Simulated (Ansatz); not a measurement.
# C3H9OPSi: the cost of one run

Program: Ansatz 0.2.0. Level of theory: RKS revPBE-D4/STO-3G. These are calculated values, not measurements.

### Step 1. The starting structure

Bond lengths: C1–C2 1.350 Å, C2–C3 1.474 Å, C2–O4 1.373 Å, O4–Si5 1.633 Å, Si5–P6 2.231 Å, C1–H7 1.032 Å, C1–H8 1.111 Å, C3–H9 1.098 Å, C3–H10 1.108 Å, C3–H11 1.123 Å, Si5–H12 1.514 Å, Si5–H13 1.525 Å, P6–H14 1.415 Å, P6–H15 1.422 Å. Angles (14 of 22 angles, heavy atoms first): C1–C2–C3 118.7°, C1–C2–O4 122.6°, C3–C2–O4 118.4°, C2–O4–Si5 128.5°, O4–Si5–P6 110.8°, C2–C1–H7 124.9°, C2–C1–H8 114.8°, C2–C3–H9 114.8°, C2–C3–H10 113.2°, C2–C3–H11 113.0°, O4–Si5–H12 109.7°, O4–Si5–H13 111.3°, P6–Si5–H12 107.9°, P6–Si5–H13 106.3°.

Coordinates:

```xyz
15

C    -0.2612   -1.8947   -1.2327
C     0.2078   -0.7618   -0.6685
C     1.4122   -0.8394    0.1773
O    -0.3052    0.4776   -0.9614
Si   -0.2560    1.8381   -0.0601
P    -1.5863    1.6548    1.7209
H     0.1395   -2.8351   -1.0894
H    -1.1415   -1.7562   -1.8955
H     1.8665   -1.8372    0.2416
H     2.2297   -0.1755   -0.1664
H     1.2118   -0.5776    1.2508
H     1.1561    2.0704    0.4346
H    -0.7576    3.0434   -0.8480
H    -1.2033    0.3482    2.1060
H    -2.7343    1.1941    1.0203
```

### Step 2. End point A

input.yaml reads:

```yaml
crystal:
  periodic: [false, false, false]
  atoms:
    - { symbol: C, position_ang: [-0.2612, -1.8947, -1.2327] }
    - { symbol: C, position_ang: [0.2078, -0.7618, -0.6685] }
    - { symbol: C, position_ang: [1.4122, -0.8394, 0.1773] }
    - { symbol: O, position_ang: [-0.3052, 0.4776, -0.9614] }
    - { symbol: Si, position_ang: [-0.256, 1.8381, -0.0601] }
    - { symbol: P, position_ang: [-1.5863, 1.6548, 1.7209] }
    - { symbol: H, position_ang: [0.1395, -2.8351, -1.0894] }
    - { symbol: H, position_ang: [-1.1415, -1.7562, -1.8955] }
    - { symbol: H, position_ang: [1.8665, -1.8372, 0.2416] }
    - { symbol: H, position_ang: [2.2297, -0.1755, -0.1664] }
    - { symbol: H, position_ang: [1.2118, -0.5776, 1.2508] }
    - { symbol: H, position_ang: [1.1561, 2.0704, 0.4346] }
    - { symbol: H, position_ang: [-0.7576, 3.0434, -0.848] }
    - { symbol: H, position_ang: [-1.2033, 0.3482, 2.106] }
    - { symbol: H, position_ang: [-2.7343, 1.1941, 1.0203] }
basis:
  gaussian: { orbitals: STO-3G }
hamiltonian:
  xc: revpbe
  dispersion: d4
relax:
  f_tol: 0.015
  max_steps: 40
```

Launch:

```bash
$ ansatz run input.yaml --threads 1 --pin off --max-ram 2048MiB --backend cpu --events-out ev --progress --plain --runs-dir out
```

Q: Estimate wall time and peak memory on 1 thread of Arm Neoverse V2, shared host.

About 44 s, with a peak of 0.16 GiB.
